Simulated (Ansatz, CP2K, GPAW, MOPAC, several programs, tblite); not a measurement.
# AlN from cheap methods to r2SCAN

How much accuracy does each second buy? AlN is computed with 11 methods, from the cheapest up to r2SCAN.

Computed with MOPAC, tblite, CP2K, GPAW, Ansatz (versions at each run) (no spin polarisation, static lattice; gaps from single points on the cell relaxed beforehand with r²SCAN, unless a step's input says otherwise).

## (1) The starting structure

The structure is hexagonal, space group P6_3mc (No. 186). Conventional cell: a = 3.107 Å, b = 3.107 Å, c = 4.979 Å, α = 90.00°, β = 90.00°, γ = 120.00°. Al (site symmetry 3m) has 4 N at 1.89 to 1.90 Å as nearest neighbours. N (site symmetry 3m) is surrounded by 4 Al at 1.89 to 1.90 Å.

As a file:

```xyz
4
Lattice="3.1067 0.0000 0.0000 -1.5533 2.6905 0.0000 0.0000 0.0000 4.9786" Properties=species:S:1:pos:R:3 pbc="T T T"
Al    0.0000    1.7937   -0.0164
Al    1.5533    0.8968    2.4729
N     0.0000    1.7937    1.8834
N     1.5533    0.8968    4.3727
```

The structure type (wurtzite) is imposed and need not be the compound's stable one.

**Question.** The methods are PM6, PM7, GFN1-xTB (tblite), GFN2-xTB (tblite), PBE/DZVP, PBE/single-zeta, PBE/SZV, coarse PBE, GLLB-SC, PBE, r2SCAN. What gap does r2SCAN give on this cell, and which other methods (full PBE left aside) come nearest to r2SCAN and farthest in gap, volume and bulk modulus?

```
                                               quantity                                        value
                                                 r2SCAN       gap 4.88 eV, 10.40 Å³/atom, B₀ 211 GPa
         gap: nearest and farthest of the other methods          PBE/DZVP (-0.52 eV), PM6 (+7.68 eV)
      volume: nearest and farthest of the other methods          PBE/DZVP (+2.1 %), PBE/SZV (+9.0 %)
bulk modulus: nearest and farthest of the other methods  PBE/DZVP (-10 %), GFN2-xTB (tblite) (-25 %)
```

**Reading.** For the gap, of the 9 methods compared (full PBE left aside), PBE/DZVP comes nearest to r2SCAN and PM6 is farthest. For the volume, of the 3 methods compared (full PBE left aside), PBE/DZVP comes nearest to r2SCAN and PBE/SZV is farthest. For the bulk modulus, of the 3 methods compared (full PBE left aside), PBE/DZVP comes nearest to r2SCAN and GFN2-xTB (tblite) is farthest. A minimal basis or a coarse cutoff and mesh shifts results by its own error, so closeness to r2SCAN can be chance. Cluster runs see only the k-points that fold onto the zone centre, so their gaps can miss the band edges. GLLB-SC is compared with its derivative discontinuity added. No volume is given for PM6, PM7, GFN1-xTB (tblite), PBE/single-zeta, coarse PBE, which can hide a larger miss. CPU times run from 1.4 s (coarse PBE) to 66 s (PBE/single-zeta). On this cell PM6, PM7, GFN1-xTB (tblite), GFN2-xTB (tblite), PBE/DZVP, PBE/single-zeta, GLLB-SC cost more than r2SCAN itself (19 s), so they are no saving here. r2SCAN is a yardstick, not the truth: it usually gives gaps below the measured ones. A measured gap of AlN is 6.0343 eV (an exciton energy, a little under the gap; 0 K; quoted in “Structural and optical properties of self-assembled AlN nanowires grown on SiO2/Si substrates by molecular beam epitaxy”, 2024, arxiv:2402.00216); the calculated 4.88 eV misses it by -1.15 eV. 2 values of this kind are on record (6.034 to 6.0343 eV); this one was drawn at random. That value is r2SCAN's. Of all methods here GLLB-SC lies nearest to the measured gap (6.08 eV).
